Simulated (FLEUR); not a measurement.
**AlCu: equation of state with PBEsol**

The system is AlCu.

```
Cu Al
1.0
     2.99751    0.00000    0.00000
     0.00000    2.99751    0.00000
     0.00000    0.00000    2.99751
Cu Al
1 1
Direct
  0.50000 0.50000 0.50000
  0.00000 0.00000 0.00000
```

The cell comes from a database or a generator and needn't be the stable form of this composition.

```
Program                  : FLEUR MaX-R8.1 (later development tree)
Task                     : equation of state
Functional               : PBEsol
Potentials or basis      : all-electron
Basis                    : FLAPW
Kmax                     : 4.73 1/bohr
k mesh                   : 9 × 9 × 9
Occupations              : fermi-dirac, width 0.05 eV
Spin                     : no spin polarisation
Gmax                     : 14.7 1/bohr
Muffin-tin radii         : Cu 2.34, Al 2.07 bohr
lmax                     : Cu 10, Al 9
lnonsphr                 : Cu 10, Al 9
Local orbitals a species : Cu 5, Al 4
```

```json
{
  "Equilibrium volume": "12.93 Å³/atom",
  "Bulk modulus": "127 GPa",
  "Pressure derivative of the bulk modulus": "4.8"
}
```

Energy against volume, from the lowest point:
| volume (Å³/atom) | energy (meV/atom) |
| --- | --- |
| 12.658 | 2.35 |
| 12.928 | 0.00 |
| 13.197 | 2.10 |
| 13.466 | 8.14 |
| 13.736 | 17.66 |
| 14.005 | 30.29 |
| 14.274 | 45.65 |
